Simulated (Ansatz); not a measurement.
**C₃H₃F₅: one species, many methods**

The task here is to estimate one member of a computed series from the others.

The runs use Ansatz 0.2.0, Gaussian basis; functionals in def2-TZVPP, the program's frozen cores in correlated methods.

Levels to be run: LDA (SPW92), PBE-D4, revPBE-D4, BLYP-D4, r2SCAN-D4, B97M-V, PBE0-D4, B3LYP-D4, r2SCANh-D4, r2SCAN0-D4, HSE06-D4, BHLYP-D4, CAM-B3LYP-D4, LC-ωPBE, ωB97X-V, ωB97M-V, B2PLYP, PBE-QIDH; CCSD(T)/def2-SVP; MP2/def2-TZVPP; MP2/def2-QZVPP; RPA on PBE.

## The relaxed structure

The geometry comes from an earlier relaxation with PBE0-D4 in a triple-zeta def2 set; it is a stationary point, not always the lowest conformer.

11 atoms, charge 0, spin multiplicity 1.

Atoms are counted from 1 here; the program's logs count them from 0.

Bond lengths: F1–C2 1.347 Å, C2–F3 1.357 Å, C2–C4 1.518 Å, C2–H9 1.093 Å, C4–F5 1.366 Å, C4–C6 1.517 Å, C4–H10 1.095 Å, C6–F7 1.354 Å, C6–F8 1.348 Å, C6–H11 1.094 Å. Angles: F1–C2–F3 108.0°, F1–C2–C4 109.4°, F1–C2–H9 108.9°, F3–C2–C4 108.6°, F3–C2–H9 109.1°, C4–C2–H9 112.7°, C2–C4–F5 108.2°, C2–C4–C6 111.8°, C2–C4–H10 108.9°, F5–C4–C6 109.7°, F5–C4–H10 109.2°, C6–C4–H10 108.9°, C4–C6–F7 110.0°, C4–C6–F8 109.5°, C4–C6–H11 111.8°, F7–C6–F8 108.0°, F7–C6–H11 108.6°, F8–C6–H11 109.0°.

The first run:

in.yaml

```yaml
crystal:
  periodic: [false, false, false]
  atoms:
    - {symbol: F, position_ang: [-2.389933, -0.199795, -0.032263]}
    - {symbol: C, position_ang: [-1.134928, -0.433451, 0.397711]}
    - {symbol: F, position_ang: [-0.859990, -1.746887, 0.197450]}
    - {symbol: C, position_ang: [-0.159546, 0.394824, -0.419379]}
    - {symbol: F, position_ang: [-0.400133, 1.714656, -0.162338]}
    - {symbol: C, position_ang: [1.281966, 0.062615, -0.081070]}
    - {symbol: F, position_ang: [1.517144, 0.307213, 1.229503]}
    - {symbol: F, position_ang: [2.105528, 0.847263, -0.805119]}
    - {symbol: H, position_ang: [-1.081177, -0.215147, 1.467817]}
    - {symbol: H, position_ang: [-0.329689, 0.197502, -1.483363]}
    - {symbol: H, position_ang: [1.515959, -0.985795, -0.288350]}
basis:
  gaussian: {orbitals: def2-TZVPP}
hamiltonian: {xc: lda}
output: {orbitals: {seedname: orbitals}}
```

The run is started by

```console
$ ansatz run in.yaml --threads 4 --pin off --events-out ev --progress --plain --max-ram 11315MiB
```

Among the steps run: LDA; PBE-D4 (GGA); revPBE-D4 (GGA); BLYP-D4 (GGA); r2SCAN-D4 (meta-GGA); B97M-V (meta-GGA); B3LYP-D4 (hybrid); r2SCANh-D4 (hybrid); r2SCAN0-D4 (hybrid); HSE06-D4 (hybrid); BHLYP-D4 (hybrid); CAM-B3LYP-D4 (range-separated); LC-ωPBE (range-separated); ωB97X-V (range-separated); ωB97M-V (range-separated); B2PLYP (double hybrid); PBE-QIDH (double hybrid).

One of the session's tables, all rows but one given; the rest of the session is left out.

It belongs to the step «Frontier levels by functional». 

```
  functional  HOMO (eV)  LUMO (eV)  gap (eV)
 LDA (SPW92)      -8.26      -0.57      7.69
      PBE-D4      -8.06      -0.22      7.84
   revPBE-D4          ?          ?         ?
     BLYP-D4      -8.05      -0.13      7.92
   r2SCAN-D4      -8.47       0.19      8.66
      B97M-V      -8.65       0.17      8.82
     PBE0-D4      -9.88       0.93     10.81
    B3LYP-D4      -9.67       0.60     10.27
  r2SCANh-D4      -9.15       0.60      9.74
  r2SCAN0-D4     -10.16       1.19     11.35
    HSE06-D4      -9.47       0.55     10.01
    BHLYP-D4     -11.71       1.89     13.60
CAM-B3LYP-D4     -11.45       1.94     13.39
     LC-ωPBE     -12.69       3.30     15.99
     ωB97X-V     -12.37       3.15     15.53
     ωB97M-V     -12.29       2.80     15.10
```

**Question.** Estimate the row for revPBE-D4.

As computed: HOMO (eV): -7.97; LUMO (eV): -0.07; gap (eV): 7.90. In the column «HOMO (eV)» it is the highest.
